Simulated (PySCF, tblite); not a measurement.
**C₄H₁₀P₂SSi₂: geometry, infrared bands and NMR shifts**

Wanted: the infrared bands and NMR shifts of C₄H₁₀P₂SSi₂ (`P[SiH2][Si@@H](P)c1cccs1`), by calculation.

The runs use tblite 0.8.0 and PySCF 2.14.0, with density-fitted response routines of our own; the level of theory stands in each step. All values are computed, except where a source is named. Atoms count from 0, in the outputs and in this text.

**1. The molecule as given**

19 atoms, charge 0, multiplicity 1; geometry from: force field or distance geometry start.

Bonds of the start (Å): P0–Si1 2.22, Si1–Si2 2.29, Si2–P3 2.25, Si2–C4 1.88, C4–C5 1.40, C5–C6 1.42, C6–C7 1.38, C7–S8 1.70, S8–C4 1.72, P0–H9 1.43, P0–H10 1.41, Si1–H11 1.49, Si1–H12 1.50, Si2–H13 1.48, P3–H14 1.41, P3–H15 1.42, C5–H16 1.08, C6–H17 1.09, C7–H18 1.09.

**2. Geometry optimisation with GFN2-xTB**

What the job is given:

```
{"job": {"kind": "relax", "xc": "GFN2-xTB", "basis": "xTB"}, "charge": 0, "multiplicity": 1}
P      2.334900    -1.377500    -1.487800
Si     2.503700    -0.322300     0.461900
Si     0.822300     1.199800     0.776500
P      0.843700     2.811000    -0.791200
C     -0.829900     0.311400     0.614100
C     -1.593200    -0.088300    -0.484400
C     -2.786000    -0.751600    -0.099000
C     -2.904200    -0.840900     1.276200
S     -1.584500    -0.136000     2.088700
H      1.198300    -2.170200    -1.154000
H      3.273300    -2.392700    -1.234000
H      3.839100     0.326100     0.504700
H      2.479500    -1.376900     1.533200
H      0.922100     1.876800     2.093400
H      0.475900     2.002100    -1.880700
H     -0.463500     3.296400    -0.536100
H     -1.301600     0.089200    -1.510400
H     -3.523400    -1.152800    -0.786800
H     -3.716400    -1.294300     1.840600
```

On the command line:

```sh
OMP_NUM_THREADS=1 python probes_run.py task.json out
```

This one command runs all jobs of the session in turn.

**Question.** This job is followed by: GFN2-xTB harmonic vibrations, gas phase; GIAO PBE0/pcSseg-1 NMR shielding, non-relativistic, gas phase. What will the session give for the following? strongest single infrared mode (GFN2-xTB); zero-point energy (GFN2-xTB); ¹³C shifts against TMS (PBE0/pcSseg-1); ¹H shifts against TMS (PBE0/pcSseg-1, means over atoms taken as alike); ³¹P shifts against H3PO4 (PBE0/pcSseg-1); ²⁹Si shifts against TMS (PBE0/pcSseg-1); ³³S shifts against CS2 (PBE0/pcSseg-1); surface potential, 1st and 99th percentile.

As calculated:

| quantity | value |
| --- | --- |
| strongest single infrared mode (GFN2-xTB) | 549 cm⁻¹, 452 km/mol |
| zero-point energy (GFN2-xTB) | 72.5 kcal/mol |
| ¹³C shifts against TMS (PBE0/pcSseg-1) | 143.6, 142.4, 141.7, 132.7 ppm |
| ¹H shifts against TMS (PBE0/pcSseg-1, means over atoms taken as alike) | 7.51, 7.41, 7.38, 5.00, 4.30, 3.91, 1.67, 0.96 ppm |
| ³¹P shifts against H3PO4 (PBE0/pcSseg-1) | -283.1, -314.1 ppm |
| ²⁹Si shifts against TMS (PBE0/pcSseg-1) | -58.7, -86.6 ppm |
| ³³S shifts against CS2 (PBE0/pcSseg-1) | 268 ppm |
| surface potential, 1st and 99th percentile | -0.92 V and 1.08 V |

In words: Over 96 steps the energy fell by 0.217 eV; of the close pairs, Si1–Si2 changed most, 2.290 to 2.342 Å. The lowest mode is slightly imaginary (6i cm⁻¹), a soft motion within the noise of the Hessian, so the minimum is not strictly shown. The strongest single mode, at 549 cm⁻¹, moves mainly H13. Unscaled tight-binding wavenumbers are off by several per cent, some by more. Its intensities can rank the bands wrongly. At PBE0/pcSseg-1: Shielding is most anisotropic at S8 (span 304 ppm, paramagnetic term -822 ppm). NICS(1)zz of -28 ppm above the planar ring from C4 marks a diatropic (aromatic) ring current. By nearest atom (PBE0/pcSseg-1), the HOMO sits on C4, C7 about 21 % each; P3 17 % and the LUMO on C4, C7 about 19 % each; S8 17 %.
